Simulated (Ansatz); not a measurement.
## MnS, space group P6_3mc: a projected density of states, step by step

Program: the Ansatz DFT code, driven from Python.

Input file `POSCAR_mns`:
```text
MnS
1.0
   3.97600000    0.00000000    0.00000000
  -1.98800000    3.44331701    0.00000000
   0.00000000    0.00000000    6.43200000
Mn S
2 2
Direct
   0.33333333    0.66666667    0.00000000
   0.66666667    0.33333333    0.50000000
   0.33333333    0.66666667    0.38500000
   0.66666667    0.33333333    0.88500000
```

Typed at the interpreter:
```pycon
>>> import ansatz as az
>>> from ase.io import read
>>> import numpy as np
>>> atoms = read("POSCAR_mns", format="vasp")
>>> atoms.set_initial_magnetic_moments([4, -4, 0.0, 0.0])
>>> crystal = az.Crystal.from_ase(atoms)
>>> calculation = (
...     crystal.calculation()
...     .functional("PBEsol")
...     .kpoints(spacing=0.32)
...     .occupations("Fermi-Dirac", width=0.1)
...     .spin("collinear")
...     .scf(tolerance=1e-07)
...     .scf(extra_bands=14)
...     .density_of_states(projected=True, energy_step=0.05)
... )
>>> out = calculation.run()
DeckWarning: basis.ecutwfc = 420 eV, auto-derived from the records' recommended cutoffs: set by Mn (normal level)
>>> r = out.report
>>> {key: value for key, value in r.items() if isinstance(value, (int, float)) and "ev" in key}
{'gap_by_band_count_ev': 0.5844239111915037, 'fermi_energy_ev': 7.274310536233877, 'harris_foulkes_ev': -9508.97905343533, 'free_energy_ev': -9508.979053431332, 'internal_energy_ev': -9508.971715426005, 'lagrangian_ev': -9508.979053431332, 'energy_sigma0_ev': -9508.975384428668, 'lagrangian_sigma0_ev': -9508.975384428668, 'lagrangian_above_aufbau_ev': -0.0015162169233422377, 'entropy_ts_ev': 0.007338005327257738, 'loop_fermi_energy_ev': 7.2743105362336795, 'occupations_fermi_energy_ev': 7.274310536233877}
>>> dos = out.density_of_states()
>>> energy = np.asarray(dos.energies_ev) - dos.fermi_ev
>>> curves = {}
>>> for site in out.projected_density_of_states().sites:
...     for shell in site.shells:
...         weight = sum(np.sum(curve.g_bin_mean_per_ev, axis=0) for curve in shell.curves)
...         name = f"{site.species} {shell.label}"
...         curves[name] = curves.get(name, 0) + weight
...
>>> step = energy[1] - energy[0]
>>> windows = [(-8, -4), (-4, 0), (0, 4)]
>>> print("states by shell in windows of E - E_F (eV):", windows)
states by shell in windows of E - E_F (eV): [(-8, -4), (-4, 0), (0, 4)]
>>> for name, g in curves.items():
...     print(f"{name:8s}", " ".join(f"{step * g[(energy >= a) & (energy < b)].sum():8.3f}" for a, b in windows))
...
Mn 3S       0.001    0.000    0.000
Mn 4S       0.578    0.147    0.729
Mn 3P       0.013    0.014    0.003
Mn 3D       2.527    8.244    8.467
S 3S        0.045    0.111    0.230
S 3P        5.059    4.953    0.976
>>> filled = (energy < 0) & (energy > -8)
>>> for name, g in curves.items():
...     if g[filled].sum() * step > 0.5:
...         print(f"centre of {name}: {np.average(energy[filled], weights=g[filled]):.2f} eV")
...
centre of Mn 4S: -4.60 eV
centre of Mn 3D: -2.94 eV
centre of S 3P: -3.72 eV
```

Notes:
- Total energies depend on the potentials; only differences at equal settings carry meaning. A total without «per atom» is that of the cell as typed.
- Other magnetic orders than the one started from may lie lower.
- Semilocal gaps usually lie well under measured ones.
- An absolute Fermi energy rests on an arbitrary zero of the periodic potential and has no direct meaning.
- Of the deposited cell: the entry's cell lengths or inner coordinates differ somewhat from later room-temperature determinations.
- An opening on this mesh may only mean that it misses a point where bands touch.
- The crystal has a gap of about 0.58 eV on the mesh; bins of finite width blur the band edges.
- Without a Hubbard U or exact exchange, semilocal functionals often make such 3d compounds metallic or too weakly gapped.
- The starting cell is as deposited in a crystallographic database; the results hold for this polymorph, which needn't be the stable one.
- Gaps and levels are Kohn-Sham values on a finite set of k-points.
- Warnings are shown shortened and without file and line.
- Curves are summed over the cell's atoms. Only shells that the potentials hold have channels, so projections don't add up to the total, least of all where a shell is missing (p of most metals); heights and places of peaks move with the mesh.
- The computed bands are complete only to about 8.5 eV above the Fermi level; beyond that the density of states is undercounted.
- A band centre counts only the states inside the window taken.
- Run time: 19 s on 1 thread of Intel(R) Xeon(R) Platinum 8259CL CPU @ 2.50GHz (Skylake/Cascade Lake), on a shared host, peak memory 0.54 GiB.
